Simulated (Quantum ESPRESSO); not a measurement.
# Si3C (P6/mmm) in Quantum ESPRESSO: a series of runs, part 2 of 2

Quantum ESPRESSO 7.5. Earlier steps stand in the parts before.

## Step 3: Phonons, PBE

pw.in

```
&CONTROL
  calculation = 'scf'
  prefix = 'pwscf'
  outdir = './tmp'
  pseudo_dir = './pseudo'
  tprnfor = .true.
  tstress = .true.
  disk_io = 'low'
/
&SYSTEM
  ibrav = 0
  celldm(1) = 8
  nat = 4
  ntyp = 2
  ecutwfc = 45
  ecutrho = 360
  nbnd = 14
  occupations = 'smearing'
  smearing = 'mv'
  degauss = 0.01469973
/
&ELECTRONS
  conv_thr = 8d-10
  electron_maxstep = 120
  mixing_beta = 0.5
/
ATOMIC_SPECIES
Si    28.0850 si_pbe_v1.uspp.F.UPF
C     12.0110 c_pbe_v1.2.uspp.F.UPF
CELL_PARAMETERS alat
  1.1609532446638   0.0000000000000   0.0000000000000
 -0.5804766223319   1.0054146116612   0.0000000000000
  0.0000000000000   0.0000000000000   0.5747389413860
ATOMIC_POSITIONS crystal
Si     0.5000000000    0.0000000000    0.5000000000
Si     0.0000000000    0.5000000000    0.5000000000
Si     0.5000000000    0.5000000000    0.5000000000
C      0.0000000000    0.0000000000    0.5000000000
K_POINTS automatic
6 6 11 0 0 0
```

relax.in

```
&CONTROL
  calculation = 'vc-relax'
  prefix = 'pwscf'
  outdir = './tmp'
  pseudo_dir = './pseudo'
  tprnfor = .true.
  tstress = .true.
  disk_io = 'low'
  nstep = 40
  forc_conv_thr = 0.0001
  etot_conv_thr = 1d-06
/
&SYSTEM
  ibrav = 0
  celldm(1) = 8
  nat = 4
  ntyp = 2
  ecutwfc = 45
  ecutrho = 360
  nbnd = 14
  occupations = 'smearing'
  smearing = 'mv'
  degauss = 0.01469973
/
&ELECTRONS
  conv_thr = 8d-10
  electron_maxstep = 120
  mixing_beta = 0.5
/
&IONS
  ion_dynamics = 'bfgs'
/
&CELL
  cell_dynamics = 'bfgs'
  press = 0
  press_conv_thr = 0.2
/
ATOMIC_SPECIES
Si    28.0850 si_pbe_v1.uspp.F.UPF
C     12.0110 c_pbe_v1.2.uspp.F.UPF
CELL_PARAMETERS alat
  1.1609532446638   0.0000000000000   0.0000000000000
 -0.5804766223319   1.0054146116612   0.0000000000000
  0.0000000000000   0.0000000000000   0.5747389413860
ATOMIC_POSITIONS crystal
Si     0.5000000000    0.0000000000    0.5000000000
Si     0.0000000000    0.5000000000    0.5000000000
Si     0.5000000000    0.5000000000    0.5000000000
C      0.0000000000    0.0000000000    0.5000000000
K_POINTS automatic
6 6 11 0 0 0
```

scf2.in

```
&CONTROL
  calculation = 'scf'
  prefix = 'pwscf'
  outdir = './tmp'
  pseudo_dir = './pseudo'
  tprnfor = .true.
  tstress = .true.
  disk_io = 'low'
/
&SYSTEM
  ibrav = 0
  celldm(1) = 8
  nat = 4
  ntyp = 2
  ecutwfc = 45
  ecutrho = 360
  nbnd = 14
  occupations = 'smearing'
  smearing = 'mv'
  degauss = 0.01469973
/
&ELECTRONS
  conv_thr = 1d-13
  electron_maxstep = 120
  mixing_beta = 0.5
  startingpot = 'file'
  startingwfc = 'file'
/
ATOMIC_SPECIES
Si    28.0850 si_pbe_v1.uspp.F.UPF
C     12.0110 c_pbe_v1.2.uspp.F.UPF
CELL_PARAMETERS alat
  1.1595629795174  -0.0000000000068   0.0000000000000
 -0.5797814897528   1.0042109975534   0.0000000000000
  0.0000000000000   0.0000000000000   0.5742216885511
ATOMIC_POSITIONS crystal
Si     0.5000000000    0.0000000000    0.5000000000
Si     0.0000000000    0.5000000000    0.5000000000
Si     0.5000000000    0.5000000000    0.5000000000
C      0.0000000000    0.0000000000    0.5000000000
K_POINTS automatic
6 6 11 0 0 0
```

ph.in

```
phonons of Si3C
&INPUTPH
  prefix = 'pwscf'
  outdir = './tmp'
  tr2_ph = 1d-18
  fildyn = 'dyn'
  niter_ph = 90
  alpha_mix(1) = 0.4
/
0.0000000000 0.0000000000 0.0000000000
```

dynmat.in

```
&INPUT
  fildyn = 'dyn'
  asr = 'crystal'
  filout = 'dynmat.disp'
  fileig = 'dynmat.eig'
/
```

Potentials or basis: GBRV 1.5 PBE.

Launch:

```
$ OMP_NUM_THREADS=1 mpirun -n 4 pw.x -nk 4 -in pw.in > pw.out
$ OMP_NUM_THREADS=1 mpirun -n 4 pw.x -nk 4 -in relax.in > relax.out
$ OMP_NUM_THREADS=1 mpirun -n 4 pw.x -nk 4 -in scf2.in > scf2.out
$ OMP_NUM_THREADS=1 mpirun -n 4 ph.x -nk 4 -in ph.in > ph.out
$ OMP_NUM_THREADS=1 mpirun -n 1 dynmat.x -in dynmat.in > dynmat.out
```

pw.out:

```text
This program is part of the open-source Quantum ESPRESSO suite
     for quantum simulation of materials; please cite
         "P. Giannozzi et al., J. Phys.:Condens. Matter 21 395502 (2009);
         "P. Giannozzi et al., J. Phys.:Condens. Matter 29 465901 (2017);
         "P. Giannozzi et al., J. Chem. Phys. 152 154105 (2020);
     in publications or presentations arising from this work. More details at

     Message from routine setup:
     using ibrav=0 with symmetry is DISCOURAGED, use correct ibrav instead

     K-points division:     npool     =       4
     Subspace diagonalization in iterative solution of the eigenvalue problem:
     a serial algorithm will be used

     G-vector sticks info
     --------------------
     sticks:   dense  smooth     PW     G-vecs:    dense   smooth      PW
     Sum        2149    1069    337                39567    13939    2447

     Using Slab Decomposition

     bravais-lattice index     =            0
[... 191 lines left out ...]

    -4.7769   1.1991   2.5675   3.0818   3.0818   3.5376   3.5376  14.1357
    14.1357  14.2653  16.7884  17.7926  18.6469  19.4170
[... 203 lines left out ...]
     0.9336   2.2824   2.2824   5.2335   5.2335   5.7840   8.6991   8.6991
     8.9567  10.7564  14.3502  14.3502  15.4483  15.4483

     the Fermi energy is    10.0851 ev

!    total energy              =     -39.92419711 Ry
     estimated scf accuracy    <          4.9E-10 Ry
     smearing contrib. (-TS)   =      -0.00010317 Ry
     internal energy E=F+TS    =     -39.92409394 Ry

     The total energy is F=E-TS. E is the sum of the following terms:
     one-electron contribution =      16.47315425 Ry
     hartree contribution      =       1.49181856 Ry
     xc contribution           =     -16.44685119 Ry
     ewald contribution        =     -41.44221556 Ry

     convergence has been achieved in   9 iterations

     Forces acting on atoms (cartesian axes, Ry/au):

     atom    1 type  1   force =     0.00000000   -0.00000000    0.00000000
     atom    2 type  1   force =     0.00000000   -0.00000000   -0.00000000
     atom    3 type  1   force =     0.00000000    0.00000000    0.00000000
     atom    4 type  2   force =     0.00000000    0.00000000    0.00000000

     Total force =     0.000000     Total SCF correction =     0.000000

     Computing stress (Cartesian axis) and pressure

          total   stress  (Ry/bohr**3)                   (kbar)     P=       -4.03
  -0.00002956  -0.00000000   0.00000000           -4.35       -0.00        0.00
  -0.00000000  -0.00002956  -0.00000000           -0.00       -4.35       -0.00
   0.00000000  -0.00000000  -0.00002305            0.00       -0.00       -3.39

=------------------------------------------------------------------------------=
   JOB DONE.
=------------------------------------------------------------------------------=
```

scf2.out:

```text
This program is part of the open-source Quantum ESPRESSO suite
     for quantum simulation of materials; please cite
         "P. Giannozzi et al., J. Phys.:Condens. Matter 21 395502 (2009);
         "P. Giannozzi et al., J. Phys.:Condens. Matter 29 465901 (2017);
         "P. Giannozzi et al., J. Chem. Phys. 152 154105 (2020);
[... 431 lines left out ...]
   0.00000000  -0.00000003   0.00000000            0.00       -0.00        0.00
   0.00000000  -0.00000000   0.00000007            0.00       -0.00        0.01

=------------------------------------------------------------------------------=
   JOB DONE.
=------------------------------------------------------------------------------=
```

Wall time 2 min (4 MPI ranks of Intel Xeon 6975P-C (Granite Rapids), shared host); peak memory 0.4 GiB.

Results:

```yaml
Free_energy: -543.1966 eV
Relaxed_volume: 12.68 Å³/atom
Relaxed_cell: a = 4.909 Å, b = 4.909 Å, c = 2.431 Å, α = 90.00°, β = 90.00°, γ = 120.00°
Space_group_after_relaxing_to_0.05_Å: P6/mmm (No. 191)
Pressure_after_relaxing: 0.0 GPa
Band_gap_on_the_k_mesh: none (metal or under the smearing width)
Highest_phonon_frequency_at_Γ: 529 cm⁻¹
Most_unstable_mode: 304i cm⁻¹
```

Step by step:
```
step  energy change (eV)  largest force (eV/Å)  pressure (GPa)  volume (Å³)
   1              0.0000                0.0000           -0.40        50.90
   2             -0.0002                0.0000           -0.15        50.79
   3             -0.0002                0.0000            0.00        50.73
   4             -0.0002                0.0000            0.00        50.73
```

Final structure:
```cif
data_structure
_symmetry_space_group_name_H-M 'P 1'
_symmetry_Int_Tables_number 1
_cell_length_a 4.9089
_cell_length_b 4.9089
_cell_length_c 2.4309
_cell_angle_alpha 90.000
_cell_angle_beta 90.000
_cell_angle_gamma 120.000
_cell_volume 50.73
loop_
_atom_site_label
_atom_site_type_symbol
_atom_site_fract_x
_atom_site_fract_y
_atom_site_fract_z
_atom_site_occupancy
Si1 Si 0.50000 0.00000 0.50000 1
Si2 Si 0.00000 0.50000 0.50000 1
Si3 Si 0.50000 0.50000 0.50000 1
C1 C 0.00000 0.00000 0.50000 1
```

Levels at points of the mesh, in eV from the Fermi level:
| k point | band 5 | band 6 | band 7 | band 8 | band 9 | band 10 | band 11 | band 12 |
| --- | --- | --- | --- | --- | --- | --- | --- | --- |
| (0.00, 0.00, 0.00) | -7.01 | -6.57 | -6.57 | 4.06 | 4.06 | 4.19 | 6.71 | 7.74 |
| (0.00, -0.50, 0.00) | -2.74 | -2.05 | -1.87 | -0.63 | 1.07 | 2.19 | 4.30 | 5.65 |

Phonon frequencies in cm⁻¹ (negative: imaginary):
| q point | frequencies |
| --- | --- |
| (0.000, 0.000, 0.000) | -304 -304 -264 -4 1 1 106 106 303 310 310 529 |

Optical modes at Γ, degenerate ones joined:
```csv
cm⁻¹,components,symmetry,active in
304i,2,E1u,IR
264i,1,B1u,silent
106,2,E2u,silent
303,1,A2u,IR
310,2,E1u,IR
529,1,B2u,silent
```

Caveat: the mesh is thin for the phonons of a metal; some modes are imaginary.
